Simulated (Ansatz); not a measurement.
# B: the cost of one run

Program: Ansatz 0.2.0. Level of theory: DFT r2SCAN, scalar-relativistic, plane waves, PAW. These are calculated values, not measurements.

2 further runs of the same task are left out: 2 set aside as unsound or not needed. Runs told in other sessions of the task aren't counted.

## 1. The system as given

It takes space group P6_3/mmc (No. 194, hexagonal). The conventional cell has a = 2.456 Å, b = 2.456 Å, c = 29.670 Å, α = 90.00°, β = 90.00°, γ = 120.00°. Around C (site symmetry 3m) lie 3 C at 1.42 Å. Around C (site symmetry -6m2) lie 3 C at 1.42 Å.

Coordinates:

```cif
data_structure
_symmetry_space_group_name_H-M 'P 1'
_symmetry_Int_Tables_number 1
_cell_length_a 2.4559
_cell_length_b 2.4559
_cell_length_c 29.6702
_cell_angle_alpha 90.000
_cell_angle_beta 90.000
_cell_angle_gamma 120.000
_cell_volume 154.97
loop_
_atom_site_label
_atom_site_type_symbol
_atom_site_fract_x
_atom_site_fract_y
_atom_site_fract_z
_atom_site_occupancy
C1 C 0.66667 0.33333 0.99687 1
C2 C 0.66667 0.33333 0.49688 1
C3 C 0.66667 0.33333 0.73445 1
C4 C 0.66667 0.33333 0.23446 1
C5 C 0.00000 0.00000 0.61567 1
C6 C 0.33333 0.66667 0.23445 1
C7 C 0.00000 0.00000 0.11567 1
C8 C 0.66667 0.33333 0.61567 1
C9 C 0.33333 0.66667 0.73446 1
C10 C 0.33333 0.66667 0.11567 1
C11 C 0.33333 0.66667 0.49687 1
C12 C 0.33333 0.66667 0.99688 1
```

It goes back to an entry of the Materials Project, which need not be the stable form.

It is the result of an earlier relaxation at this level (volume 12.91 Å³/atom; gap on the mesh: 0.01 eV).

## 2. C → B: the starting cell

B starts from the relaxed positions of C, with all lengths scaled by 1.063, a guess from tabulated radii.

## 3. Quick check of gap, pressure and forces (B)

input.yaml

```yaml
crystal:
  lattice:
    - [2.6102916005, 0.0, 0.0]
    - [-1.3051458003, 2.2605788373, 0.0]
    - [0.0, 0.0, 31.5358150393]
  atoms:
    - { symbol: B, position: [0.6666666667, 0.3333333333, 0.9968722164] }
    - { symbol: B, position: [0.6666666667, 0.3333333333, 0.4968761714] }
    - { symbol: B, position: [0.6666666667, 0.3333333333, 0.7344514427] }
    - { symbol: B, position: [0.6666666667, 0.3333333333, 0.2344554234] }
    - { symbol: B, position: [0.0, 0.0, 0.6156723512] }
    - { symbol: B, position: [0.3333333333, 0.6666666667, 0.2344514427] }
    - { symbol: B, position: [0.0, 0.0, 0.1156723512] }
    - { symbol: B, position: [0.6666666667, 0.3333333333, 0.6156723849] }
    - { symbol: B, position: [0.3333333333, 0.6666666667, 0.7344554234] }
    - { symbol: B, position: [0.3333333333, 0.6666666667, 0.1156723849] }
    - { symbol: B, position: [0.3333333333, 0.6666666667, 0.4968722164] }
    - { symbol: B, position: [0.3333333333, 0.6666666667, 0.9968761714] }
basis:
  ecutwfc: 500
kpoints:
  mp_grid: { grid: [6, 6, 1] }
hamiltonian:
  xc: r2scan
scf:
  occupations: { method: gaussian, width: 0.1 }
output:
  forces: true
  stress: true
  eigenvalues: true
```

Command:

```sh
$ ansatz run input.yaml --threads 2 --pin off --max-ram 5120MiB --backend cpu --events-out ev --progress --plain --runs-dir out
```

**Question.** How long does this run take on 2 threads of Intel Xeon Platinum 8488C (Sapphire Rapids), shared host, and how much memory does it need?

About 4.3 s, with a peak of 0.86 GiB.
